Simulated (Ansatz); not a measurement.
# GeSb4Te7: the cost of one run

Computed with Ansatz 0.2.0 (DFT PBE, scalar-relativistic, plane waves, PAW, unless a step's input says otherwise).

### Step 1. The starting structure

The structure is trigonal, space group P-3m1 (No. 164). Conventional cell: a = 4.289 Å, b = 4.289 Å, c = 24.638 Å, α = 90.00°, β = 90.00°, γ = 120.00°. Ge (site symmetry -3m) has 6 Te at 3.00 Å in its first shell of neighbours. Sb (site symmetry 3m) is surrounded by 6 Te at 3.01 to 3.18 Å. Sb (site symmetry 3m) is surrounded by 6 Te at 3.00 to 3.19 Å. Around Te (site symmetry 3m) lie 3 Sb at 3.01 Å. Around Te (site symmetry 3m) lie 3 Sb at 3.00 Å. Te (site symmetry 3m) has 3 Ge at 3.00 Å and 3 Sb at 3.19 Å in its first shell of neighbours. Te (site symmetry -3m) is surrounded by 6 Sb at 3.18 Å.

Coordinates:

```xyz
48
Lattice="8.5786 0.0000 0.0000 -4.2893 7.4293 0.0000 0.0000 0.0000 24.6378" Properties=species:S:1:pos:R:3 pbc="T T T"
Ge    0.0000    0.0000   12.3189
Ge   -2.1446    3.7146   12.3189
Ge    4.2893    0.0000   12.3189
Ge    2.1447    3.7146   12.3189
Sb    2.1446    1.2382   22.6396
Sb    0.0000    4.9529   22.6396
Sb    6.4339    1.2382   22.6396
Sb    4.2893    4.9529   22.6396
Sb    0.0000    2.4764    8.6171
Sb   -2.1446    6.1911    8.6171
Sb    4.2893    2.4764    8.6171
Sb    2.1447    6.1911    8.6171
Sb    0.0000    2.4764    1.9981
Sb   -2.1446    6.1911    1.9981
Sb    4.2893    2.4764    1.9981
Sb    2.1447    6.1911    1.9981
Sb    2.1446    1.2382   16.0207
Sb    0.0000    4.9529   16.0207
Sb    6.4339    1.2382   16.0207
Sb    4.2893    4.9529   16.0207
Te    0.0000    2.4764   20.9355
Te   -2.1446    6.1911   20.9355
Te    4.2893    2.4764   20.9355
Te    2.1447    6.1911   20.9355
Te    2.1446    1.2382    3.7023
Te    0.0000    4.9529    3.7023
Te    6.4339    1.2382    3.7023
Te    4.2893    4.9529    3.7023
Te    0.0000    0.0000   17.7140
Te   -2.1446    3.7146   17.7140
Te    4.2893    0.0000   17.7140
Te    2.1447    3.7146   17.7140
Te    2.1446    1.2382   10.6286
Te    0.0000    4.9529   10.6286
Te    6.4339    1.2382   10.6286
Te    4.2893    4.9529   10.6286
Te    0.0000    2.4764   14.0092
Te   -2.1446    6.1911   14.0092
Te    4.2893    2.4764   14.0092
Te    2.1447    6.1911   14.0092
Te    0.0000    0.0000    0.0000
Te   -2.1446    3.7146    0.0000
Te    4.2893    0.0000    0.0000
Te    2.1447    3.7146    0.0000
Te    0.0000    0.0000    6.9238
Te   -2.1446    3.7146    6.9238
Te    4.2893    0.0000    6.9238
Te    2.1447    3.7146    6.9238
```

The runs take a perfect supercell of 48 atoms; the defect goes to fractional position (0.000, 0.000, 0.500).

### Step 2. The perfect supercell

Contents of input.yaml:

```yaml
crystal:
  lattice:
    - [8.578601, 0.0, 0.0]
    - [-4.2893, 7.429286, 0.0]
    - [0.0, 0.0, 24.637778]
  atoms:
    - { symbol: Ge, position: [0.0, 0.0, 0.5] }
    - { symbol: Ge, position: [0.0, 0.5, 0.5] }
    - { symbol: Ge, position: [0.5, 0.0, 0.5] }
    - { symbol: Ge, position: [0.5, 0.5, 0.5] }
    - { symbol: Sb, position: [0.333333, 0.166667, 0.918899] }
    - { symbol: Sb, position: [0.333333, 0.666667, 0.918899] }
    - { symbol: Sb, position: [0.833333, 0.166667, 0.918899] }
    - { symbol: Sb, position: [0.833333, 0.666667, 0.918899] }
    - { symbol: Sb, position: [0.166667, 0.333333, 0.349752] }
    - { symbol: Sb, position: [0.166667, 0.833333, 0.349752] }
    - { symbol: Sb, position: [0.666667, 0.333333, 0.349752] }
    - { symbol: Sb, position: [0.666667, 0.833333, 0.349752] }
    - { symbol: Sb, position: [0.166667, 0.333333, 0.081101] }
    - { symbol: Sb, position: [0.166667, 0.833333, 0.081101] }
    - { symbol: Sb, position: [0.666667, 0.333333, 0.081101] }
    - { symbol: Sb, position: [0.666667, 0.833333, 0.081101] }
    - { symbol: Sb, position: [0.333333, 0.166667, 0.650248] }
    - { symbol: Sb, position: [0.333333, 0.666667, 0.650248] }
    - { symbol: Sb, position: [0.833333, 0.166667, 0.650248] }
    - { symbol: Sb, position: [0.833333, 0.666667, 0.650248] }
    - { symbol: Te, position: [0.166667, 0.333333, 0.849732] }
    - { symbol: Te, position: [0.166667, 0.833333, 0.849732] }
    - { symbol: Te, position: [0.666667, 0.333333, 0.849732] }
    - { symbol: Te, position: [0.666667, 0.833333, 0.849732] }
    - { symbol: Te, position: [0.333333, 0.166667, 0.150268] }
    - { symbol: Te, position: [0.333333, 0.666667, 0.150268] }
    - { symbol: Te, position: [0.833333, 0.166667, 0.150268] }
    - { symbol: Te, position: [0.833333, 0.666667, 0.150268] }
    - { symbol: Te, position: [0.0, 0.0, 0.718978] }
    - { symbol: Te, position: [0.0, 0.5, 0.718978] }
    - { symbol: Te, position: [0.5, 0.0, 0.718978] }
    - { symbol: Te, position: [0.5, 0.5, 0.718978] }
    - { symbol: Te, position: [0.333333, 0.166667, 0.431394] }
    - { symbol: Te, position: [0.333333, 0.666667, 0.431394] }
    - { symbol: Te, position: [0.833333, 0.166667, 0.431394] }
    - { symbol: Te, position: [0.833333, 0.666667, 0.431394] }
    - { symbol: Te, position: [0.166667, 0.333333, 0.568606] }
    - { symbol: Te, position: [0.166667, 0.833333, 0.568606] }
    - { symbol: Te, position: [0.666667, 0.333333, 0.568606] }
    - { symbol: Te, position: [0.666667, 0.833333, 0.568606] }
    - { symbol: Te, position: [0.0, 0.0, 0.0] }
    - { symbol: Te, position: [0.0, 0.5, 0.0] }
    - { symbol: Te, position: [0.5, 0.0, 0.0] }
    - { symbol: Te, position: [0.5, 0.5, 0.0] }
    - { symbol: Te, position: [0.0, 0.0, 0.281022] }
    - { symbol: Te, position: [0.0, 0.5, 0.281022] }
    - { symbol: Te, position: [0.5, 0.0, 0.281022] }
    - { symbol: Te, position: [0.5, 0.5, 0.281022] }
basis:
  ecutwfc: 420
  fft_grid_basis: typed
kpoints:
  mp_grid: { grid: [3, 3, 1] }
hamiltonian:
  xc: pbe
  pseudopotentials: { kind: paw }
scf:
  occupations: { method: gaussian, width: 0.05 }
output:
  forces: true
  stress: false
  eigenvalues: true
  bader: false
  write_density: true
  volumetric_format: npy
```

Started as:

```sh
> ansatz run input.yaml --threads 8 --pin off --max-ram 16384MiB --backend cpu --events-out ev --progress --plain --runs-dir out
```

What time and memory should one allow on 8 threads of AMD EPYC 9R45 (Zen 5), shared host?

About 9.1 s, with a peak of 8.7 GiB.
